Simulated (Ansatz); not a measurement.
# C2H9BSSi: a ladder of functionals and wavefunction methods

An exercise on one series of results from a longer session: the logs are not shown, and one member is left open.

Computed with Ansatz 0.2.0, Gaussian basis. Level: functionals in def2-TZVPP, the program's frozen cores in correlated methods.

Levels to be run: LDA (SPW92), PBE-D4, revPBE-D4, BLYP-D4, r2SCAN-D4, B97M-V, PBE0-D4, B3LYP-D4, r2SCANh-D4, r2SCAN0-D4, HSE06-D4, BHLYP-D4, CAM-B3LYP-D4, LC-ωPBE, ωB97X-V, ωB97M-V, B2PLYP, PBE-QIDH; CCSD(T)/def2-SVP; CCSD(T)/def2-TZVPP; MP2/def2-QZVPP; extrapolation to the limit; RPA on PBE.

## Structure used throughout

An earlier PBE0-D4 in a triple-zeta def2 set relaxation fixed the geometry.

SMILES `CBS[SiH2]C`, 14 atoms, charge 0, spin multiplicity 1.

Atoms are counted from 1 here; the program's logs count them from 0.

Bond lengths: C1–B2 1.557 Å, C1–H6 1.091 Å, C1–H7 1.097 Å, C1–H8 1.096 Å, B2–S3 1.790 Å, B2–H9 1.200 Å, S3–Si4 2.155 Å, Si4–C5 1.863 Å, Si4–H10 1.485 Å, Si4–H11 1.486 Å, C5–H12 1.092 Å, C5–H13 1.093 Å, C5–H14 1.092 Å. Angles: B2–C1–H6 115.0°, B2–C1–H7 109.4°, B2–C1–H8 109.6°, H6–C1–H7 108.6°, H6–C1–H8 108.7°, H7–C1–H8 105.2°, C1–B2–S3 120.8°, C1–B2–H9 120.5°, S3–B2–H9 118.7°, B2–S3–Si4 99.8°, S3–Si4–C5 111.3°, S3–Si4–H10 108.9°, S3–Si4–H11 105.5°, C5–Si4–H10 111.0°, C5–Si4–H11 110.9°, H10–Si4–H11 109.0°, Si4–C5–H12 110.5°, Si4–C5–H13 110.4° and more.

As a file:

```xyz
14
C2H9BSSi
C    -1.41681    1.24070    2.13336
B    -0.53061    0.41381    1.15542
S     0.86859    1.16466    0.32888
Si    1.55534   -0.51798   -0.82987
C     0.34707   -0.94916   -2.18085
H    -1.12310    2.28494    2.24953
H    -1.41119    0.76389    3.12096
H    -2.46178    1.20413    1.80325
H    -0.77126   -0.74298    0.94569
H     1.77141   -1.67217    0.07943
H     2.86211   -0.10061   -1.40223
H    -0.61867   -1.23001   -1.75547
H     0.72070   -1.79015   -2.77126
H     0.19542   -0.09826   -2.84816
```

Set-up of the first run:

File in.yaml:

```yaml
crystal:
  periodic: [false, false, false]
  atoms:
    - {symbol: C, position_ang: [-1.416813, 1.240699, 2.133364]}
    - {symbol: B, position_ang: [-0.530611, 0.413813, 1.155425]}
    - {symbol: S, position_ang: [0.868586, 1.164658, 0.328885]}
    - {symbol: Si, position_ang: [1.555337, -0.517984, -0.829871]}
    - {symbol: C, position_ang: [0.347068, -0.949163, -2.180849]}
    - {symbol: H, position_ang: [-1.123104, 2.284938, 2.249532]}
    - {symbol: H, position_ang: [-1.411192, 0.763887, 3.120958]}
    - {symbol: H, position_ang: [-2.461782, 1.204134, 1.803247]}
    - {symbol: H, position_ang: [-0.771257, -0.742982, 0.945689]}
    - {symbol: H, position_ang: [1.771407, -1.672166, 0.079428]}
    - {symbol: H, position_ang: [2.862113, -0.100615, -1.402228]}
    - {symbol: H, position_ang: [-0.618671, -1.230009, -1.755465]}
    - {symbol: H, position_ang: [0.720700, -1.790149, -2.771257]}
    - {symbol: H, position_ang: [0.195418, -0.098259, -2.848158]}
basis:
  gaussian: {orbitals: def2-TZVPP}
hamiltonian: {xc: lda}
output: {orbitals: {seedname: orbitals}}
```

Steps of the session up to this table: LDA; PBE-D4 (GGA); revPBE-D4 (GGA); BLYP-D4 (GGA); r2SCAN-D4 (meta-GGA); B97M-V (meta-GGA); PBE0-D4 (hybrid); B3LYP-D4 (hybrid); r2SCANh-D4 (hybrid); r2SCAN0-D4 (hybrid); HSE06-D4 (hybrid); BHLYP-D4 (hybrid); CAM-B3LYP-D4 (range-separated); LC-ωPBE (range-separated); ωB97X-V (range-separated); ωB97M-V (range-separated); B2PLYP (double hybrid); PBE-QIDH (double hybrid).

One of the session's tables, all rows but one given; the rest of the session is left out.

It belongs to the step «Frontier levels by functional». 

```
  functional  HOMO (eV)  gap (eV)
 LDA (SPW92)      -6.79      4.68
      PBE-D4      -6.68      4.80
   revPBE-D4          ?         ?
     BLYP-D4      -6.50      4.81
   r2SCAN-D4      -6.93      5.36
      B97M-V      -7.03      5.45
     PBE0-D4      -7.80      6.86
    B3LYP-D4      -7.56      6.45
  r2SCANh-D4      -7.34      6.10
  r2SCAN0-D4      -7.97      7.21
    HSE06-D4      -7.40      6.09
    BHLYP-D4      -8.79      8.90
CAM-B3LYP-D4      -9.07      9.25
     LC-ωPBE     -10.43     11.73
     ωB97X-V     -10.09     11.30
     ωB97M-V      -9.95     10.95
```

Q: Estimate the row for revPBE-D4 from the others.

As computed: HOMO (eV): -6.63; gap (eV): 4.85. In the column «HOMO (eV)» it lies between PBE-D4 (-6.68) and BLYP-D4 (-6.50).
